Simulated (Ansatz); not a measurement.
# BrH9Si4: the cost of one run

Program: Ansatz 0.2.0. Level of theory: DFT PBE, Gaussian basis def2-SVP, and further levels as typed in the inputs. These are calculated values, not measurements.

**1. The starting structure**

Bond lengths: Si1–Si2 2.231 Å, Si2–Br3 2.254 Å, Si2–Si4 2.231 Å, Si2–Si5 2.231 Å, Si1–H6 1.470 Å, Si1–H7 1.470 Å, Si1–H8 1.470 Å, Si4–H9 1.470 Å, Si4–H10 1.470 Å, Si4–H11 1.470 Å, Si5–H12 1.470 Å, Si5–H13 1.470 Å, Si5–H14 1.470 Å. Angles (14 of 24 angles, heavy atoms first): Si1–Si2–Br3 109.6°, Si1–Si2–Si4 109.3°, Si1–Si2–Si5 109.3°, Br3–Si2–Si4 109.6°, Br3–Si2–Si5 109.6°, Si4–Si2–Si5 109.3°, Si2–Si1–H6 109.3°, Si2–Si1–H7 109.2°, Si2–Si1–H8 109.3°, Si2–Si4–H9 109.3°, Si2–Si4–H10 109.3°, Si2–Si4–H11 109.2°, Si2–Si5–H12 109.3°, Si2–Si5–H13 109.2°.

Coordinates:

```xyz
14

Si   -1.5563   -1.4130   -0.1498
Si   -0.0215    0.0292    0.5859
Br   -0.1041    0.1411    2.8358
Si    2.0020   -0.6556   -0.0569
Si   -0.4278    2.0443   -0.2805
H    -1.2844   -2.7423    0.4164
H    -1.4937   -1.4782   -1.6172
H    -2.8902   -0.9580    0.2687
H     3.0126    0.2984    0.4228
H     2.2668   -1.9864    0.5091
H     2.0447   -0.7250   -1.5249
H    -1.7640    2.4925    0.1382
H    -0.3716    1.9598   -1.7472
H     0.5875    2.9930    0.1996
```

**2. Relaxing the atoms: BrH9Si4**

input.yaml reads:

```yaml
relax:
  f_tol: 0.001
  max_steps: 200
crystal:
  periodic: [false, false, false]
  atoms:
    - { symbol: Si, position_ang: [-1.5563, -1.413, -0.1498] }
    - { symbol: Si, position_ang: [-0.0215, 0.0292, 0.5859] }
    - { symbol: Br, position_ang: [-0.1041, 0.1411, 2.8358] }
    - { symbol: Si, position_ang: [2.002, -0.6556, -0.0569] }
    - { symbol: Si, position_ang: [-0.4278, 2.0443, -0.2805] }
    - { symbol: H, position_ang: [-1.2844, -2.7423, 0.4164] }
    - { symbol: H, position_ang: [-1.4937, -1.4782, -1.6172] }
    - { symbol: H, position_ang: [-2.8902, -0.958, 0.2687] }
    - { symbol: H, position_ang: [3.0126, 0.2984, 0.4228] }
    - { symbol: H, position_ang: [2.2668, -1.9864, 0.5091] }
    - { symbol: H, position_ang: [2.0447, -0.725, -1.5249] }
    - { symbol: H, position_ang: [-1.764, 2.4925, 0.1382] }
    - { symbol: H, position_ang: [-0.3716, 1.9598, -1.7472] }
    - { symbol: H, position_ang: [0.5875, 2.993, 0.1996] }
basis:
  gaussian: { orbitals: def2-SVP }
hamiltonian:
  xc: pbe
```

Started as:

```bash
ansatz run input.yaml --threads 6 --pin off --max-ram 8192MiB --backend cpu --events-out ev --progress --plain --runs-dir out
```

What time and memory should one allow on 6 threads of Arm Neoverse N1, shared host?

About 24 s, with a peak of 0.24 GiB.
